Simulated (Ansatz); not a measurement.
# CHClGa: the cost of one run

Computed with Ansatz 0.2.0, Gaussian basis. Level: cc-pVTZ, core rule «outside noble gas», up to 20 orbitals frozen.

To be run: UHF; CCSD(T) on RHF; CCSD(T) on UHF; BCCD(T) on RHF; CCSDT(Q) on RHF; CCSDT(Q) on UHF.

5 further runs of the same task are left out: 5 set aside as unsound or not needed. Runs told in other sessions of the task aren't counted.

## (1) The geometry

The geometry is a PBE0/def2-TZVP stationary point (not a proven minimum) of the parent state, kept for this charge and spin. No spin-orbit coupling is included. The filled d shell of Ga may be among the frozen orbitals whatever the setting's name suggests.

4 atoms, charge 1, spin multiplicity 1.

Atoms are counted from 1 here; the program's logs count them from 0.

Bond lengths: Cl1–C2 1.726 Å, C2–Ga3 2.034 Å, C2–H4 1.091 Å. Angles: Cl1–C2–Ga3 113.0°, Cl1–C2–H4 110.2°, Ga3–C2–H4 136.8°.

## (2) UHF

in.yaml

```yaml
crystal:
  periodic: [false, false, false]
  atoms:
    - {symbol: Cl, position_ang: [0.000000, -0.224282, 1.993212]}
    - {symbol: C, position_ang: [0.000000, 0.873891, 0.661996]}
    - {symbol: Ga, position_ang: [0.000000, -0.064009, -1.142342]}
    - {symbol: H, position_ang: [0.000000, 1.903187, 1.023017]}
basis:
  gaussian: {orbitals: cc-pVTZ}
total_charge: 1
magnetization: {spin_polarized: true, initial_magnetization: 0}
hamiltonian: {xc: hf}
output: {orbitals: {seedname: orbitals}}
```

On the command line:

```console
ansatz run in.yaml --threads 1 --pin off --events-out ev --progress --plain --max-ram 4096MiB --backend cpu
```

Q: Estimate wall time and peak memory on 1 thread of AMD EPYC 7R13, shared host.

About 25 s, with a peak of 0.49 GiB.
